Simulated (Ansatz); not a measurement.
# C2H4Ge: the cost of one run

All numbers are computed with Ansatz 0.2.0, driven from Python. The levels of theory stand in the script.

## 1. The system

Bond lengths: C1–C2 1.451 Å, C1–Ge3 1.768 Å, C2–Ge3 1.796 Å, C1–H4 1.031 Å, C2–H5 1.101 Å, Ge3–H6 1.554 Å, Ge3–H7 1.594 Å. Angles: C1–C2–Ge3 65.0°, C1–C2–H5 147.8°, Ge3–C2–H5 147.1°, C2–C1–Ge3 67.0°, C2–C1–H4 145.6°, Ge3–C1–H4 146.8°, C1–Ge3–C2 48.0°, C1–Ge3–H6 111.9°, C1–Ge3–H7 106.9°, C2–Ge3–H6 119.3°, C2–Ge3–H7 117.6°, H6–Ge3–H7 123.1°.

No structure file is read: the coordinates are typed or built in the script.

## 2. Script

basis_c2h4ge.py

```python
# -*- coding: utf-8 -*-
"""How the energy of C2H4Ge converges with the basis."""

import ansatz as az

GEOMETRY = """
C    -0.74730   -0.59510   -0.16420
C     0.13180    0.10110   -1.08510
Ge    0.49560    0.35970    0.65480
H    -1.60790   -1.15430   -0.06910
H     0.41770    0.30130   -2.12930
H    -0.10800    1.59310    1.38250
H     1.47940   -0.67380    1.36470
"""

mol = az.Crystal.molecule()
for line in GEOMETRY.strip().splitlines():
    symbol, *xyz = line.split()
    mol = mol.atom(symbol, [float(v) for v in xyz])

setup = mol.calculation().functional("pbe0")

energies = {}
for basis in ["def2-SVP", "def2-SVPD", "def2-TZVP", "def2-TZVPP"]:
    summary = setup.basis(gaussian=basis).run(threads=1, backend="cpu").report
    size = summary["n_frozen"] + summary["n_occupied"][0] + summary["n_virtual"][0]
    energies[basis] = (summary["reference_energy_ev"] / 27.211386246, summary["free_energy_ev"] / 27.211386246)
    print(f"{basis:14s} {size:4d} orbitals  reference {energies[basis][0]:14.6f} Ha  total {energies[basis][1]:14.6f} Ha")

last = energies["def2-TZVPP"][1]
for basis, (_, total) in energies.items():
    print(f"{basis:14s} lies {27.211386 * (total - last):9.4f} eV above def2-TZVPP")
```

## 3. The calls as engine input

The engine receives this input (first run):

```yaml
crystal:
  periodic: [false, false, false]
  atoms:
    - { symbol: C, position_ang: [-0.7473, -0.5951, -0.1642] }
    - { symbol: C, position_ang: [0.1318, 0.1011, -1.0851] }
    - { symbol: Ge, position_ang: [0.4956, 0.3597, 0.6548] }
    - { symbol: H, position_ang: [-1.6079, -1.1543, -0.0691] }
    - { symbol: H, position_ang: [0.4177, 0.3013, -2.1293] }
    - { symbol: H, position_ang: [-0.108, 1.5931, 1.3825] }
    - { symbol: H, position_ang: [1.4794, -0.6738, 1.3647] }
basis:
  gaussian:
    orbitals: def2-SVP
hamiltonian:
  xc: pbe0
```

## 4. The run

Started as:

```bash
$ python basis_c2h4ge.py
```

What time and memory should one allow on 1 thread of Arm Neoverse V2, shared host?

About 13 s, with a peak of 0.37 GiB.
